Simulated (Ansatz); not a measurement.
Predict the output of the script below (the Ansatz DFT code, driven from Python).

`energy.py`:
```python
"""Single point of AlSe(+) in a Gaussian basis."""

from dataclasses import dataclass
import warnings

import ansatz as az
import numpy as np
import pandas as pd


@dataclass
class Options:
    basis_set: str = "def2-SVP"
    method: str = "mp2"
    net_charge: int = 1


opts = Options()


def main() -> None:
    warnings.simplefilter("ignore", az.DeckWarning)

    geometry_ang = [
        ("Al", [0.0, 0.0, 0.0]),
        ("Se", [0.0, 0.0, 2.41]),
    ]
    molecule = az.Crystal.molecule()
    for symbol, xyz in geometry_ang:
        molecule = molecule.atom(symbol, xyz)

    calculation = molecule.calculation()
    calculation = calculation.basis(gaussian=opts.basis_set)
    calculation = calculation.correlation(opts.method, electrons="valence").charge(opts.net_charge)
    calculation = calculation.spin("collinear", total=2).forces()
    outcome = calculation.run(threads=1)
    summary = outcome.report

    print(f"E = {summary['free_energy_ev']:.6f} eV = {summary['free_energy_ev'] / 27.211386246:.7f} Ha")
    print("converged:", summary["converged"], " doubts:", summary["published_state_doubts"] or "none")

    print("correlation energy", round(summary["free_energy_ev"] - summary["reference_energy_ev"], 5), "eV")
    cluster = summary["correlation"].get("coupled_cluster")
    if cluster:
        print("cycles", cluster["cycles"], " T1 diagnostic", round(cluster["t1_diagnostic"], 4), " largest double", round(cluster["largest_double"], 4))

    state = summary["mean_field"]["state"]
    print(f"mean field: {state['energy']['hartree']:.7f} Ha, <S^2> = {abs(state['spin_squared']):.4f}, stability: {state.get('stability', {}).get('kind')}")

    symbols = [site.symbol for site in molecule.cartesian_sites]
    forces = np.array(summary["forces_ev_ang"])
    print("largest force", round(float(np.linalg.norm(forces, axis=1).max()), 4), "eV/A, rms", round(float(np.sqrt((forces ** 2).mean())), 4))

    charges = summary["charge_distribution"]
    table = pd.DataFrame({"atom": symbols, "mulliken": charges["mulliken_charges_e"], "lowdin": charges["lowdin_charges_e"]})
    print(table.round(3).to_string())
    print("dipole (e A):", np.round(charges["dipole_moment_e_ang"], 4) + 0.0)


if __name__ == "__main__":
    main()
```

```console
$ python energy.py
E = -71874.844092 eV = -2641.3518019 Ha
converged: True  doubts: none
correlation energy -6.20883 eV
mean field: -2641.1236316 Ha, <S^2> = 2.0456, stability: minimum
largest force 0.7959 eV/A, rms 0.4595
  atom  mulliken  lowdin
0   Al     0.919   0.692
1   Se     0.081   0.308
dipole (e A): [ 0.     0.    -1.384]
```

Notes:
- The settings weren't tested for convergence.
- The geometry is a force-field or estimated start, not a minimum of this method, and the basis set is short of its limit.
- The run takes the species as open-shell (spin multiplicity 3), which needn't be its ground state.
- The Löwdin charges here are taken after orthogonalising the functions within each atom; they differ from plain Löwdin charges, and their signs can be unphysical.
- An ion's dipole depends on the origin; the program takes it about the centre of nuclear charge.
- Inner cores stay frozen; a filled d shell under the valence of the heavier atoms is correlated with it.
- S² is that of the Hartree-Fock reference.
- The spin state was assumed, and another may lie lower.
- The whole script took 3.7 s on 1 thread of Arm Neoverse V1, with other jobs on the host, peak memory 0.22 GiB.
